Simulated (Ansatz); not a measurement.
# Alloy of ZnO and CdO (9 of 48 Zn sites exchanged), 96 atoms

Wanted: the relaxed alloy cell and its gap (PBEsol and HSE06).

All numbers are computed with Ansatz 0.2.0 (PAW, plane waves).

**1. The system as built**

96 atoms (39 Zn, 9 Cd, 48 O); a = 9.914 Å, b = 11.448 Å, c = 10.598 Å, α = 90.00°, β = 90.00°, γ = 90.00°. All atoms were shaken off their sites by about 0.02 Å along each axis; atoms next to an added one may be pushed further to make room.

Plan of the steps: (2) PBEsol cell relaxation at the single k point (¼, ¼, ¼), on 1 × NVIDIA H100 80GB HBM3 with 4 threads of AMD EPYC 7R13; (3) HSE06 single point at the single k point (¼, ¼, ¼), on 1 × NVIDIA H100 80GB HBM3 with 4 threads of AMD EPYC 7R13.

**2. PBEsol relaxation of the cell and the positions**

Input file in.yaml:

```yaml
crystal:
  lattice:
    - [9.913856, 0.000000, 0.000000]
    - [0.000000, 11.447535, 0.000000]
    - [0.000000, 0.000000, 10.598424]
  atoms:
    - { symbol: Zn, position: [0.167197, 0.084892, 0.248853] }
    - { symbol: Zn, position: [0.997311, 0.332170, 0.246267] }
    - { symbol: Zn, position: [0.002426, 0.333004, 0.750473] }
    - { symbol: Zn, position: [0.499591, 0.083272, 0.748531] }
    - { symbol: Zn, position: [0.333197, 0.331716, 0.747995] }
    - { symbol: Zn, position: [0.164499, 0.584762, 0.247870] }
    - { symbol: Zn, position: [0.167052, 0.585266, 0.753354] }
    - { symbol: Zn, position: [0.000328, 0.834066, 0.244997] }
    - { symbol: Zn, position: [0.000942, 0.835212, 0.749091] }
    - { symbol: Zn, position: [0.834803, 0.085851, 0.248725] }
    - { symbol: Zn, position: [0.666596, 0.334974, 0.248015] }
    - { symbol: Zn, position: [0.662173, 0.330261, 0.747235] }
    - { symbol: Zn, position: [0.498444, 0.583371, 0.249255] }
    - { symbol: Zn, position: [0.500632, 0.582507, 0.748897] }
    - { symbol: Zn, position: [0.330660, 0.834658, 0.251742] }
    - { symbol: Zn, position: [0.329169, 0.833643, 0.748881] }
    - { symbol: Zn, position: [0.837137, 0.585175, 0.252362] }
    - { symbol: Zn, position: [0.832930, 0.579835, 0.748306] }
    - { symbol: Zn, position: [0.667829, 0.830900, 0.746456] }
    - { symbol: Zn, position: [0.000785, 0.164871, 0.502167] }
    - { symbol: Zn, position: [0.000810, 0.165918, 0.000973] }
    - { symbol: Zn, position: [0.330871, 0.158820, 0.497267] }
    - { symbol: Zn, position: [0.330749, 0.167822, 0.996710] }
    - { symbol: Zn, position: [0.166263, 0.416551, 0.499637] }
    - { symbol: Zn, position: [0.168841, 0.416533, 0.998845] }
    - { symbol: Zn, position: [0.002851, 0.666338, 0.496633] }
    - { symbol: Zn, position: [0.003329, 0.667579, 0.001954] }
    - { symbol: Zn, position: [0.667800, 0.164961, 0.500588] }
    - { symbol: Zn, position: [0.664074, 0.167434, 0.998212] }
    - { symbol: Zn, position: [0.503957, 0.416064, 0.501535] }
    - { symbol: Zn, position: [0.499296, 0.415105, 0.997860] }
    - { symbol: Zn, position: [0.334228, 0.663836, 0.998897] }
    - { symbol: Zn, position: [0.165442, 0.916580, 0.499545] }
    - { symbol: Zn, position: [0.164193, 0.916410, 0.998862] }
    - { symbol: Zn, position: [0.831982, 0.416429, 0.497405] }
    - { symbol: Zn, position: [0.833322, 0.415988, 0.003430] }
    - { symbol: Zn, position: [0.663425, 0.666821, 0.499036] }
    - { symbol: Zn, position: [0.501521, 0.916576, 0.499386] }
    - { symbol: Zn, position: [0.502469, 0.915924, 0.001265] }
    - { symbol: Cd, position: [0.167051, 0.083276, 0.743560] }
    - { symbol: Cd, position: [0.500854, 0.085233, 0.249977] }
    - { symbol: Cd, position: [0.334765, 0.331104, 0.245899] }
    - { symbol: Cd, position: [0.837030, 0.083427, 0.749410] }
    - { symbol: Cd, position: [0.666926, 0.831824, 0.249683] }
    - { symbol: Cd, position: [0.333854, 0.666632, 0.499383] }
    - { symbol: Cd, position: [0.669567, 0.667727, 0.996343] }
    - { symbol: Cd, position: [0.831236, 0.915808, 0.500040] }
    - { symbol: Cd, position: [0.834838, 0.916823, 0.995950] }
    - { symbol: O, position: [0.003599, 0.167863, 0.191641] }
    - { symbol: O, position: [0.002394, 0.166426, 0.690405] }
    - { symbol: O, position: [0.333381, 0.164916, 0.188329] }
    - { symbol: O, position: [0.332407, 0.165928, 0.691095] }
    - { symbol: O, position: [0.168388, 0.414178, 0.186750] }
    - { symbol: O, position: [0.165915, 0.415758, 0.687268] }
    - { symbol: O, position: [0.997428, 0.666949, 0.190009] }
    - { symbol: O, position: [0.000957, 0.667892, 0.689390] }
    - { symbol: O, position: [0.668941, 0.163060, 0.192036] }
    - { symbol: O, position: [0.666933, 0.166791, 0.688269] }
    - { symbol: O, position: [0.499568, 0.418163, 0.188075] }
    - { symbol: O, position: [0.500659, 0.413952, 0.690021] }
    - { symbol: O, position: [0.331792, 0.665917, 0.188028] }
    - { symbol: O, position: [0.336732, 0.667976, 0.693388] }
    - { symbol: O, position: [0.163354, 0.915928, 0.188870] }
    - { symbol: O, position: [0.167897, 0.917523, 0.688738] }
    - { symbol: O, position: [0.833668, 0.415899, 0.187679] }
    - { symbol: O, position: [0.831029, 0.418083, 0.687355] }
    - { symbol: O, position: [0.665599, 0.667245, 0.194268] }
    - { symbol: O, position: [0.669942, 0.667740, 0.690562] }
    - { symbol: O, position: [0.501724, 0.917606, 0.189315] }
    - { symbol: O, position: [0.499704, 0.919160, 0.686598] }
    - { symbol: O, position: [0.837550, 0.917546, 0.186827] }
    - { symbol: O, position: [0.831997, 0.917546, 0.688882] }
    - { symbol: O, position: [0.167566, 0.079697, 0.436821] }
    - { symbol: O, position: [0.171212, 0.085623, 0.938844] }
    - { symbol: O, position: [0.001446, 0.331913, 0.440731] }
    - { symbol: O, position: [0.999325, 0.331885, 0.940882] }
    - { symbol: O, position: [0.496163, 0.082095, 0.439736] }
    - { symbol: O, position: [0.498258, 0.083552, 0.937811] }
    - { symbol: O, position: [0.331398, 0.333632, 0.440873] }
    - { symbol: O, position: [0.332973, 0.331370, 0.941195] }
    - { symbol: O, position: [0.167199, 0.580338, 0.438634] }
    - { symbol: O, position: [0.169169, 0.582400, 0.940980] }
    - { symbol: O, position: [0.002021, 0.833069, 0.438165] }
    - { symbol: O, position: [0.004657, 0.834090, 0.941379] }
    - { symbol: O, position: [0.836814, 0.082803, 0.441094] }
    - { symbol: O, position: [0.832498, 0.086509, 0.938776] }
    - { symbol: O, position: [0.669097, 0.328873, 0.439870] }
    - { symbol: O, position: [0.664652, 0.328325, 0.938465] }
    - { symbol: O, position: [0.501449, 0.584588, 0.440315] }
    - { symbol: O, position: [0.498550, 0.584326, 0.939792] }
    - { symbol: O, position: [0.334361, 0.833227, 0.441341] }
    - { symbol: O, position: [0.331938, 0.832887, 0.939027] }
    - { symbol: O, position: [0.833711, 0.583347, 0.438021] }
    - { symbol: O, position: [0.833056, 0.580445, 0.939963] }
    - { symbol: O, position: [0.667415, 0.835816, 0.439669] }
    - { symbol: O, position: [0.664945, 0.835963, 0.937163] }
  symmetry: { detect: false }
kpoints:
  mp_grid: { grid: [1, 1, 1], shift: [0.25, 0.25, 0.25] }
hamiltonian:
  xc: pbesol
scf:
  occupations: { method: fermi_dirac, width: 0.01 }
relax:
  f_tol: 0.03
  max_steps: 80
  escape_saddle: false
  adjacent_minimum: "off"
  cell: { fix: [alpha, beta, gamma] }
output:
  forces: true
  eigenvalues: true
  populations: true
```

The run is started by

```bash
> ansatz run in.yaml --threads 4 --pin off --max-ram 42750MiB --runs-dir r --events-out ev --progress --plain --backend cuda --devices 0, --max-vram 37GiB
```

Output:

```text
Pseudopotentials: kind: paw
Functional definition: PBEsol
  exchange = pbesol_x
  correlation = pbesol_c
Crystal: 96 atoms, lattice volume = 1202.807 Å³
Basis set: ecut = 420 eV, 23497 PW (Γ), exchange–correlation on 144×160×144 points (8 copies of the dense FFT grid, shifted against one another)
Bands: 564, of which v1, the nominal top of the filled ones, is band 468 counted from 1 (467 counted from 0)
Symmetry: 1 space group operations
k-points: 1
Non-local potential: Zn, projectors of the file, l = 0: 2, l = 1: 2, l = 2: 3, l = 3: 1
Non-local potential: Cd, projectors of the file, l = 0: 3, l = 1: 2, l = 2: 2, l = 3: 1
Non-local potential: O, projectors of the file, l = 0: 2, l = 1: 2, l = 2: 1
PAW form: soft (Blöchl's): semilocal exchange-correlation on the pseudo side does not see the compensation charge
PAW frozen core: Zn, regenerated for the run's functional, and the local potential with it (the file was generated under x = pbe(κ = 0.804, μ = 0.2195149727645171), c = pbe(β = 0.06672455060314922))
PAW frozen core: Cd, regenerated for the run's functional, and the local potential with it (the file was generated under x = pbe(κ = 0.804, μ = 0.2195149727645171), c = pbe(β = 0.06672455060314922))
PAW frozen core: O, regenerated for the run's functional, and the local potential with it (the file was generated under x = pbe(κ = 0.804, μ = 0.2195149727645171), c = pbe(β = 0.06672455060314922))
PAW one-centre angular grid: Zn, 590 points (default); XC on 64 Gauss nodes
PAW one-centre angular grid: Cd, 590 points (default); XC on 64 Gauss nodes
PAW one-centre angular grid: O, 110 points (default); XC on 64 Gauss nodes
Initial density: superposition of atomic densities (neutral atoms: chi_scale 0, normalization atom), corrected by the library's trained network
Initial wavefunctions: pseudopotential atomic-orbital guess
Functional: x = pbesol(κ = 0.804, μ = 0.12345679012345678), c = pbesol(β = 0.046)
SCF iter   1: F=—  HF=-228534.129431 eV  |F-HF|=—  |Δ(HF+E_count)|=         —  Δρ=1.52e-2  dr2=2.30e0  ethr=1.77e-3  ⟨swp⟩=6.0  Hψ=1976  notcnv=0  defer=1
preconditioner: auto → Resta (q_TF=auto, 2.617 Å⁻¹)  ε∞=7.5  [insulator: Δε(μ)=1.333 eV  Ē_g=12.372 eV  σ=0.010 eV  W_gap=1.00  n_scr=376 (ndim 8)  ℏωp=31.5 eV  f_vac=0.049  D(μ)=0.00/eV (n_scr^D=0)  ε∞_Penn≈7.5]
SCF iter   2: F=—  HF=-228533.547640 eV  |F-HF|=—  |Δ(HF+E_count)|=   5.82e-1  Δρ=2.36e-3  dr2=3.57e-2  ethr=2.46e-4  ⟨swp⟩=3.0  Hψ=1056  notcnv=0  defer=92
SCF iter   3: F=—  HF=-228533.551286 eV  |F-HF|=—  |Δ(HF+E_count)|=   3.65e-3  Δρ=1.15e-3  dr2=1.32e-2  ethr=3.81e-6  ⟨swp⟩=2.0  Hψ=868  notcnv=0  defer=92
SCF iter   4: F=—  HF=-228533.558076 eV  |F-HF|=—  |Δ(HF+E_count)|=   6.79e-3  Δρ=7.76e-4  dr2=6.34e-3  ethr=1.41e-6  ⟨swp⟩=2.0  Hψ=862  notcnv=0  defer=92
SCF iter   5: F=—  HF=-228533.562862 eV  |F-HF|=—  |Δ(HF+E_count)|=   4.79e-3  Δρ=1.87e-4  dr2=4.98e-4  ethr=6.77e-7  ⟨swp⟩=2.0  Hψ=864  notcnv=0  defer=92
SCF iter   6: F=—  HF=-228533.545159 eV  |F-HF|=—  |Δ(HF+E_count)|=   1.77e-2  Δρ=6.88e-5  dr2=7.13e-5  ethr=5.32e-8  ⟨swp⟩=2.0  Hψ=931  notcnv=0  defer=92
SCF iter   7: F=—  HF=-228533.555039 eV  |F-HF|=—  |Δ(HF+E_count)|=   9.88e-3  Δρ=3.92e-5  dr2=1.30e-5  ethr=7.62e-9  ⟨swp⟩=2.0  Hψ=904  notcnv=0  defer=92
SCF iter   8: F=—  HF=-228533.555037 eV  |F-HF|=—  |Δ(HF+E_count)|=   1.76e-6  Δρ=1.21e-5  dr2=1.35e-6  ethr=1.39e-9  ⟨swp⟩=2.0  Hψ=904  notcnv=0  defer=92
SCF iter   9: F=—  HF=-228533.555040 eV  |F-HF|=—  |Δ(HF+E_count)|=   2.05e-6  Δρ=4.91e-6  dr2=3.06e-7  ethr=1.45e-10  ⟨swp⟩=2.0  Hψ=938  notcnv=0  defer=92
SCF iter  10: F=—  HF=-228533.555040 eV  |F-HF|=—  |Δ(HF+E_count)|=   1.90e-7  Δρ=4.75e-6  dr2=2.27e-7  ethr=1.07e-11  ⟨swp⟩=10.0  Hψ=2869  notcnv=0
SCF iter  11: F=-228533.555040 eV  HF=-228533.555040 eV  |F-HF|=4.51e-9  |Δ(HF+E_count)|=   5.15e-8  Δρ=9.09e-7  dr2=8.17e-9  ethr=1.07e-11  ⟨swp⟩=1.0  Hψ=1472  notcnv=0
SCF 1 converged in 11 iterations: F = -228533.555040 eV  dr2 = 8.17e-9
relax step   1: F+E_penalty+E_count = -228533.55503965 eV  Δ(F+E_penalty+E_count) = +0.000e0 eV  max|allowed force component| = 3.278e0 eV/Å  Δτ_max = 0.0000 Å  P = +2.526 GPa  Ω = 1202.807 Å³  fix = [alpha, beta, gamma]  reactions: alpha -0.062, beta -0.053, gamma +0.002 GPa/rad  (11 SCF iters, dr2 threshold 1.00e-7 eV, accepted)
Crystal: 96 atoms, lattice volume = 1215.267 Å³
Basis set: ecut = 420 eV, 23801 PW (Γ), exchange–correlation on 144×160×144 points (8 copies of the dense FFT grid, shifted against one another)
Initial density: handed on by an earlier stage of this run
Initial wavefunctions: those handed on with the density
iter 1 solved again at ethr=1.04e-4 eV; its pass at ethr=3.10e-3 eV (dr2=9.78e-1 eV) is discarded
SCF iter   1: F=—  HF=-228540.253977 eV  |F-HF|=—  |Δ(HF+E_count)|=         —  Δρ=1.35e-2  dr2=9.82e-1  ethr=1.04e-4  ⟨swp⟩=4.0  Hψ=2413  notcnv=0
preconditioner: auto → Resta (q_TF=auto, 2.612 Å⁻¹)  ε∞=7.4  [insulator: Δε(μ)=1.463 eV  Ē_g=12.361 eV  σ=0.010 eV  W_gap=1.00  n_scr=376 (ndim 8)  ℏωp=31.3 eV  f_vac=0.046  D(μ)=0.00/eV (n_scr^D=0)  ε∞_Penn≈7.4]
SCF iter   2: F=—  HF=-228540.002669 eV  |F-HF|=—  |Δ(HF+E_count)|=   2.51e-1  Δρ=6.23e-3  dr2=1.93e-1  ethr=1.04e-4  ⟨swp⟩=4.0  Hψ=1091  notcnv=0
SCF iter   3: F=—  HF=-228539.968318 eV  |F-HF|=—  |Δ(HF+E_count)|=   3.44e-2  Δρ=2.35e-3  dr2=4.17e-2  ethr=2.06e-5  ⟨swp⟩=3.0  Hψ=1048  notcnv=0
SCF iter   4: F=—  HF=-228539.970124 eV  |F-HF|=—  |Δ(HF+E_count)|=   1.81e-3  Δρ=5.63e-4  dr2=5.52e-3  ethr=4.46e-6  ⟨swp⟩=2.0  Hψ=1051  notcnv=0
SCF iter   5: F=—  HF=-228539.963557 eV  |F-HF|=—  |Δ(HF+E_count)|=   6.57e-3  Δρ=4.18e-4  dr2=1.97e-3  ethr=5.90e-7  ⟨swp⟩=2.0  Hψ=999  notcnv=0
SCF iter   6: F=—  HF=-228539.962845 eV  |F-HF|=—  |Δ(HF+E_count)|=   7.11e-4  Δρ=1.14e-4  dr2=2.20e-4  ethr=2.11e-7  ⟨swp⟩=2.0  Hψ=903  notcnv=0
[... from here the SCF cycle lines were not kept, up to the last twenty ...]
relax step   2: F+E_penalty+E_count = -228539.96285483 eV  Δ(F+E_penalty+E_count) = -6.408e0 eV  max|allowed force component| = 1.082e0 eV/Å  Δτ_max = 0.1729 Å  P = -1.228 GPa  Ω = 1215.267 Å³  energy of the carried Pulay correction = -5.248e-2 eV  fix = [alpha, beta, gamma]  reactions: alpha +0.039, beta -0.074, gamma +0.047 GPa/rad  (8 SCF iters, dr2 threshold 9.60e-6 eV, accepted)
Crystal: 96 atoms, lattice volume = 1193.921 Å³
Basis set: ecut = 420 eV, 23349 PW (Γ), exchange–correlation on 144×160×144 points (8 copies of the dense FFT grid, shifted against one another)
preconditioner: auto → Resta (q_TF=auto, 2.620 Å⁻¹)  ε∞=7.4  [insulator: Δε(μ)=1.449 eV  Ē_g=12.480 eV  σ=0.010 eV  W_gap=1.00  n_scr=376 (ndim 8)  ℏωp=31.6 eV  f_vac=0.038  D(μ)=0.00/eV (n_scr^D=0)  ε∞_Penn≈7.4]
relax step   3: F+E_penalty+E_count = -228541.30815443 eV  Δ(F+E_penalty+E_count) = -1.345e0 eV  max|allowed force component| = 1.480e-1 eV/Å  Δτ_max = 0.1382 Å  P = +0.557 GPa  Ω = 1193.921 Å³  energy of the carried Pulay correction = +3.776e-2 eV  fix = [alpha, beta, gamma]  reactions: alpha +0.041, beta +0.024, gamma +0.065 GPa/rad  (8 SCF iters, dr2 threshold 9.60e-6 eV, accepted)
[... 3 lines left out ...]
relax step   4: F+E_penalty+E_count = -228541.32157358 eV  Δ(F+E_penalty+E_count) = -1.342e-2 eV  max|allowed force component| = 3.761e-2 eV/Å  Δτ_max = 0.0185 Å  P = -0.003 GPa  Ω = 1198.283 Å³  energy of the carried Pulay correction = +1.919e-2 eV  fix = [alpha, beta, gamma]  reactions: alpha +0.042, beta +0.015, gamma +0.068 GPa/rad  (8 SCF iters, dr2 threshold 1.37e-6 eV, accepted)
[... 11 lines left out ...]
relax step   5: F+E_penalty+E_count = -228541.32291217 eV  Δ(F+E_penalty+E_count) = -1.339e-3 eV  max|allowed force component| = 4.348e-3 eV/Å  Δτ_max = 0.0054 Å  P = -0.004 GPa  Ω = 1198.278 Å³  energy of the carried Pulay correction = +1.921e-2 eV  fix = [alpha, beta, gamma]  reactions: alpha +0.043, beta +0.012, gamma +0.071 GPa/rad  (7 SCF iters, dr2 threshold 8.84e-8 eV, accepted)
Initial wavefunctions: pseudopotential atomic-orbital guess (no wavefunctions were taken with the density)
iter 1 solved again at ethr=6.01e-8 eV; its pass at ethr=3.10e-3 eV (dr2=5.63e-4 eV) is discarded
SCF iter   1: F=—  HF=-228541.299220 eV  |F-HF|=—  |Δ(HF+E_count)|=         —  Δρ=2.95e-5  dr2=1.57e-6  ethr=6.01e-8  ⟨swp⟩=3.0  Hψ=3735  notcnv=0
SCF iter   2: F=—  HF=-228541.308742 eV  |F-HF|=—  |Δ(HF+E_count)|=   9.52e-3  Δρ=1.66e-5  dr2=8.99e-7  ethr=1.68e-10  ⟨swp⟩=2.0  Hψ=1032  notcnv=0
SCF iter   3: F=—  HF=-228541.308742 eV  |F-HF|=—  |Δ(HF+E_count)|=   5.16e-7  Δρ=6.87e-6  dr2=9.34e-8  ethr=9.60e-11  ⟨swp⟩=2.0  Hψ=877  notcnv=0
SCF iter   4: F=—  HF=-228541.308743 eV  |F-HF|=—  |Δ(HF+E_count)|=   1.30e-7  Δρ=1.29e-6  dr2=1.32e-8  ethr=9.98e-12  ⟨swp⟩=2.0  Hψ=996  notcnv=0
SCF iter   5: F=—  HF=-228541.308743 eV  |F-HF|=—  |Δ(HF+E_count)|=   2.65e-9  Δρ=3.34e-7  dr2=1.22e-9  ethr=1.41e-12  ⟨swp⟩=2.0  Hψ=953  notcnv=0
SCF iter   6: F=-228541.308743 eV  HF=-228541.308743 eV  |F-HF|=3.20e-10  |Δ(HF+E_count)|=   1.28e-9  Δρ=2.24e-7  dr2=4.73e-10  ethr=1.00e-12  ⟨swp⟩=4.0  Hψ=1970  notcnv=0
SCF 6 converged in 6 iterations: F = -228541.308743 eV  dr2 = 4.73e-10
relax step   6: F+E_penalty+E_count = -228541.30874256 eV  Δ(F+E_penalty+E_count) = +1.417e-2 eV  max|allowed force component| = 4.422e-3 eV/Å  Δτ_max = 0.0000 Å  P = -0.025 GPa  Ω = 1198.278 Å³  fix = [alpha, beta, gamma]  reactions: alpha +0.046, beta +0.008, gamma +0.070 GPa/rad  stress off target by 3.81e-2 GPa on what of the cell is left free  SCF on the basis re-selected at this cell (its en [...]
SCF converged after 6 iterations
Free energy (F): -228541.308743 eV
Harris-Foulkes:  -228541.308743 eV  (|F-HF|=3.20e-10)
Internal energy: -228541.308743 eV  (E = F + TS)
E sigma→0 (E₀):  -228541.308743 eV
Fermi energy:    8.383902 eV
--- Per-component energies (eV) ---
  E_band       = -2664.579763
  E_kinetic    = 18014.197753
  E_local      = -110347.740153  (includes V_loc(G=0)·N_el)
  E_nonlocal   = 26871.571020
  E_hartree    = 46779.275823
  E_xc         = -10319.075261
  E_vxc        = -8465.640466  (∫ρ·V_xc dr)
  E_paw        = -113448.727345  (= ΣΔE_a)
  E_vpaw       = -22295.620509  (= ΣTr[D̂ρ^β])
  E_aug_tail   = 0.102582  (compensation charges beyond the density's cutoff)
  E_ewald      = -86126.781461
  E_core_change = 35.868299  (= ΣΔE_core)
  E_smearing   = -0.000000  (= −TS)
  E_closure    = -0.000000  (closes the sum)
  Σ components = -228541.308743   (vs F -228541.308743, Δ=0.00e0)
--- Forces (eV/Å), atoms counted from 1 ---
  atom   1  Zn     0.00008554    -0.00116197    -0.00132231
  atom   2  Zn     0.00097543     0.00442208     0.00074089
[... 13 atoms left out ...]
  atom  16  Zn    -0.00099186    -0.00346536    -0.00086659
[... 9 atoms left out ...]
  atom  26  Zn    -0.00181183    -0.00289534     0.00147086
  atom  27  Zn    -0.00128690    -0.00366924    -0.00145674
[... 4 atoms left out ...]
  atom  32  Zn    -0.00001653    -0.00430101     0.00033248
[... 4 atoms left out ...]
  atom  37  Zn     0.00113955    -0.00421467     0.00053197
[... 6 atoms left out ...]
  atom  44  Cd    -0.00052641    -0.00335698     0.00321219
[... 23 atoms left out ...]
  atom  68  O      0.00020191     0.00362453    -0.00058564
[... 28 atoms left out ...]
  max |Σ_I F_I| component: 1.29e-5 eV/Å
--- Stress (GPa, compression-positive) ---
       -0.038083      -0.070259      -0.007511
       -0.070259      -0.028853      -0.045808
       -0.007511      -0.045808      -0.006764
  P = ⅓ Tr σ = -0.0246 GPa (-0.246 kbar)
--- Band table (eV) ---
  k-point 0: bands = [... 456 lower levels ..., "7.1100", "7.1316", "7.1719", "7.2063", "7.3005", "7.3230", "7.3590", "7.3728", "7.4196", "7.4405", "7.5669", "7.6548", "9.1130", "10.1347", "10.2911", "10.4193", "11.0047", "11.1523", "11.2732", "11.4645", "11.6850", "11.8039", "12.0118", "12.1224", ... 84 higher levels ...]
--- Relaxed structure (5 steps of the walk, 5 accepted, 1 SCFs on fresh bases) ---
  F+E_penalty+E_count = -228541.30874256 eV   max|allowed force component| = 4.422e-3 eV/Å   (the final SCF, on the basis selected at the relaxed cell)
  cell:  # Å, volume = 1198.2776 Å³
    - [9.88846482584234, 4.0102411712170275e-144, -1.95987777198275e-112]
    - [4.6306276958176437e-144, 11.431615766694264, -6.672522774566863e-145]
    - [-2.0952105432687854e-112, -6.177594173288488e-145, 10.600368249452787]
  atoms:
    - { symbol: Zn, position: [0.162426019173666, 0.078523118835574, 0.2499015848718874] }
    - { symbol: Zn, position: [0.999647748481791, 0.3377421406945033, 0.24816226966658717] }
[... 94 atoms left out; the next input holds them all, rounded ...]
--- Löwdin populations: 96 sites ---
  site symbol       q [e]
     0     Zn     10.5801
     1     Zn     10.5795
[... 94 atoms left out ...]
  spilling = 0.009511 (of n_electrons = 936.000000)
```

It took 14 s on 1 × NVIDIA H100 80GB HBM3 with 4 threads of AMD EPYC 7R13, shared host; peak host memory 1.4 GiB.

Recorded steps of the relaxation (solves on a freshly chosen basis count as rows, and their energies jump a little):

```csv
accepted step,energy change (eV),largest force component (eV/Å),SCF cycles,pressure (GPa)
1,0.000,3.278,11,2.53
2,-6.408,1.082,8,-1.23
3,-7.753,0.148,8,0.56
4,-7.767,0.038,8,0.00
5,-7.768,0.004,7,0.00
6,-7.754,0.004,6,-0.02
```

Largest shifts, less the median shift:

```csv
atom,shift (Å),dx,dy,dz
O95,0.319,-0.175,-0.131,0.232
O71,0.278,0.089,0.108,0.240
O50,0.270,-0.008,0.211,-0.169
O69,0.250,-0.151,-0.103,-0.171
O72,0.249,0.046,-0.187,0.158
O53,0.244,-0.174,0.140,-0.097
O86,0.234,0.021,0.181,0.147
O91,0.223,0.016,0.185,-0.125
```

|  | before | after | change |
| --- | --- | --- | --- |
| a (Å) | 9.914 | 9.888 | -0.26 % |
| b (Å) | 11.448 | 11.432 | -0.14 % |
| c (Å) | 10.598 | 10.600 | +0.02 % |
| volume (Å³/atom) | 12.529 | 12.482 | -0.38 % |

Bond lengths by pair after relaxation (within a distance cut, which drops stretched bonds):

```csv
pair,count,mean (Å),spread (Å),least,most
Cd–O,36,2.171,0.013,2.146,2.217
O–Zn,156,1.977,0.014,1.944,2.021
```

Spacing of the frontier levels at the single k point (¼, ¼, ¼): 1.46 eV (7.655 to 9.113 eV). This point lies off Γ, so the spacing can exceed the gap by much.

[end of part 1 of 2]
